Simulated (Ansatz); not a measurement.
**YSn3: a hydrostatic pressure series**

Aim: relax YSn3 at pressures from -3 to 60 GPa within the symmetry of the start, and follow volume, cell shape and gap.

Method: DFT PBEsol, scalar-relativistic, plane waves, PAW, in Ansatz 0.2.0.

1 further run of the same task is left out (set aside as unsound or not needed).

### Step 1. The starting structure

The structure is cubic, space group Pm-3m (No. 221). The conventional cell has a = 4.647 Å, b = 4.647 Å, c = 4.647 Å, α = 90.00°, β = 90.00°, γ = 90.00°. Y (site symmetry m-3m) has 12 Sn at 3.29 Å in its first shell of neighbours. Sn (site symmetry 4/mmm) has 4 Y at 3.29 Å and 8 Sn at 3.29 Å in its first shell of neighbours.

As a file:

```
CELL_PARAMETERS angstrom
4.64713 0.00000 0.00000
0.00000 4.64713 0.00000
0.00000 0.00000 4.64713
ATOMIC_POSITIONS crystal
Y 0.00000 0.00000 0.00000
Sn 0.00000 0.50000 0.50000
Sn 0.50000 0.00000 0.50000
Sn 0.50000 0.50000 0.00000
```

It is the result of an earlier relaxation at this level (volume 25.09 Å³/atom; gap on the mesh: none (metal)).

### Step 2. -3 GPa

Input file input.yaml:

```yaml
crystal:
  lattice:
    - [4.6910510864, 0.0, 0.0]
    - [0.0, 4.6910510864, 0.0]
    - [0.0, 0.0, 4.6910510864]
  atoms:
    - { symbol: "Y", position: [0.0, 0.0, 0.0] }
    - { symbol: Sn, position: [0.0, 0.5, 0.5] }
    - { symbol: Sn, position: [0.5, 0.0, 0.5] }
    - { symbol: Sn, position: [0.5, 0.5, 0.0] }
basis:
  ecutwfc: 420
kpoints:
  mp_grid: { grid: [10, 10, 10] }
hamiltonian:
  xc: pbesol
scf:
  occupations: { method: gaussian, width: 0.1 }
output:
  forces: true
  stress: true
  eigenvalues: true
relax:
  adjacent_minimum: "off"
  f_tol: 0.008
  max_steps: 50
  cell: { stress_tol: 0.08, p_target: -3.0 }
```

Run with:

```console
ansatz run input.yaml --threads 1 --pin off --max-ram 2560MiB --backend cpu --events-out ev --progress --plain --runs-dir out
```

Further runs follow: target pressure 3 GPa; 8 GPa; target pressure 15 GPa; 30 GPa; 60 GPa.

**Question.** What will these runs give? Wanted: bulk modulus B0; B0'.

As calculated:

| quantity | value |
| --- | --- |
| volume at 60 GPa | 17.03 Å³/atom, V/V0 = 0.679 |
| bulk modulus B0 (third-order Birch-Murnaghan) | 64 GPa |
| B0' | 4.5 |

What this shows: At 60 GPa the crystal has lost 32.1 % of its volume. The points follow one equation of state, B0 = 64 GPa. The symmetry of the start is kept, so a transition to another structure would not show.
